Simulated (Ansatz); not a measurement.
**CHHgN: geometry and frequencies at several levels**

The task here is to estimate one member of a computed series from the others.

Program: Ansatz 0.2.0. Level of theory: the levels named in each step. These are calculated values, not measurements.

**The system as given**

Bond lengths: N1–C2 1.146 Å, C2–Hg3 2.196 Å, Hg3–H4 1.703 Å. Angles: N1–C2–Hg3 180.0°, C2–Hg3–H4 180.0°.

As a file:

```xyz
4

N     0.0000    0.0000   -2.3828
C     0.0000    0.0000   -1.2373
Hg    0.0000    0.0000    0.9588
H     0.0000    0.0000    2.6614
```

The first run:

input.yaml reads:

```yaml
crystal:
  periodic: [false, false, false]
  atoms:
    - { symbol: "N", position_ang: [0.0, 0.0, -2.38284] }
    - { symbol: C, position_ang: [0.0, 0.0, -1.23733] }
    - { symbol: Hg, position_ang: [0.0, 0.0, 0.9588] }
    - { symbol: H, position_ang: [0.0, 0.0, 2.66137] }
basis:
  gaussian: { orbitals: def2-SVP }
hamiltonian:
  xc: pbe
  dispersion: d4
relax:
  f_tol: 0.03
  max_steps: 200
```

Launch:

```sh
$ ansatz run input.yaml --threads 2 --pin off --max-ram 5120MiB --backend cpu --events-out ev --progress --plain --runs-dir out
```

Steps of the session up to this table: A rough first relaxation, PBE-D4/def2-SVP; Relaxation, PBE0-D4/def2-TZVPP; Frequencies, PBE0-D4/def2-TZVPP; Relaxation, PBE-D4/def2-TZVPP; Frequencies, PBE-D4/def2-TZVPP; Relaxation, r2SCAN-D4/def2-TZVPP; Frequencies, r2SCAN-D4/def2-TZVPP; Relaxation, B3LYP-D4/def2-TZVPP; Frequencies, B3LYP-D4/def2-TZVPP; Relaxation, B2PLYP/def2-TZVPP.

One of the session's tables, all rows but one given; the rest of the session is left out.

```
               level  N1–C2 (Å)  C2–Hg3 (Å)  rotational constants (MHz)  dipole (D)  highest frequency (cm⁻¹)
  PBE0-D4/def2-TZVPP     1.1533      2.0450                      2871.3        4.22                      2313
   PBE-D4/def2-TZVPP          ?           ?                           ?           ?                         ?
r2SCAN-D4/def2-TZVPP     1.1579      2.0467                        2862        4.21                      2267
 B3LYP-D4/def2-TZVPP     1.1539      2.0631                        2834        4.29                      2288
   B2PLYP/def2-TZVPP     1.1619      2.0489                      2852.4        4.24                         -
```

Q: Estimate the row for PBE-D4/def2-TZVPP from the others.

**Answer.** N1–C2 (Å): 1.1666; C2–Hg3 (Å): 2.0543; rotational constants (MHz): 2834.7; dipole (D): 4.11; highest frequency (cm⁻¹): 2203. In the column «N1–C2 (Å)» it is the highest.
